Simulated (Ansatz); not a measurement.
Run this with Ansatz 0.2.0 through its Python package and show what comes out.

Script `run_disp.py`:
```python
"""D3 and D4 dispersion energy of KNa2MoF6, with no SCF."""

import ansatz as az
import numpy as np

vectors0 = np.array([
    [0.0, 4.5345673, 4.5345673],
    [4.5345673, 0.0, 4.5345673],
    [4.5345673, 4.5345673, 0.0],
])
sites = [
    ("K", [0.5, 0.5, 0.5]),
    ("Na", [0.25, 0.25, 0.25]),
    ("Na", [0.75, 0.75, 0.75]),
    ("Mo", [0.0, 0.0, 0.0]),
    ("F", [0.227591, 0.227591, 0.772409]),
    ("F", [0.227591, 0.772409, 0.772409]),
    ("F", [0.772409, 0.772409, 0.227591]),
    ("F", [0.227591, 0.772409, 0.227591]),
    ("F", [0.772409, 0.227591, 0.772409]),
    ("F", [0.772409, 0.227591, 0.227591]),
]


def build(cell):
    crystal = az.Crystal(lattice=az.Lattice.of(cell))
    for symbol, position in sites:
        crystal = crystal.atom(symbol, position)
    return crystal


def main() -> None:
    atoms = [(site[0], site[1]) for site in sites]
    print("dispersion energy and pressure at linear scale factors", (1.0, 1.05))
    for functional in (az.Functional.REVPBE, az.Functional.PBE):
        for method in ("d3bj", "d4"):
            damping = az.dispersion_damping(method=method, xc=functional)
            line = []
            for scale in (1.0, 1.05):
                term = az.pairwise_dispersion(vectors=(vectors0 * scale).tolist(), atoms=atoms, damping=damping, periodic=(True, True, True))
                line.append(f"{term.energy_ev / len(atoms):.4f} eV/atom, {np.trace(term.stress_gpa) / 3:.2f} GPa")
            print(functional.value, method, "|", " | ".join(line))
    print("charges of the D4 model in the last cell:", np.round(term.partial_charges_e, 3))


if __name__ == "__main__":
    main()
```

```console
$ python run_disp.py
dispersion energy and pressure at linear scale factors (1.0, 1.05)
revpbe d3bj | -0.2174 eV/atom, -1.76 GPa | -0.1892 eV/atom, -1.35 GPa
revpbe d4 | -0.1292 eV/atom, -1.08 GPa | -0.1411 eV/atom, -1.05 GPa
pbe d3bj | -0.1136 eV/atom, -0.94 GPa | -0.0985 eV/atom, -0.72 GPa
pbe d4 | -0.0671 eV/atom, -0.55 GPa | -0.0759 eV/atom, -0.54 GPa
charges of the D4 model in the last cell: [ 0.754  0.704  0.704  0.916 -0.513 -0.513 -0.513 -0.513 -0.513 -0.513]
```

The structure comes from a database and needn't be a stable phase.
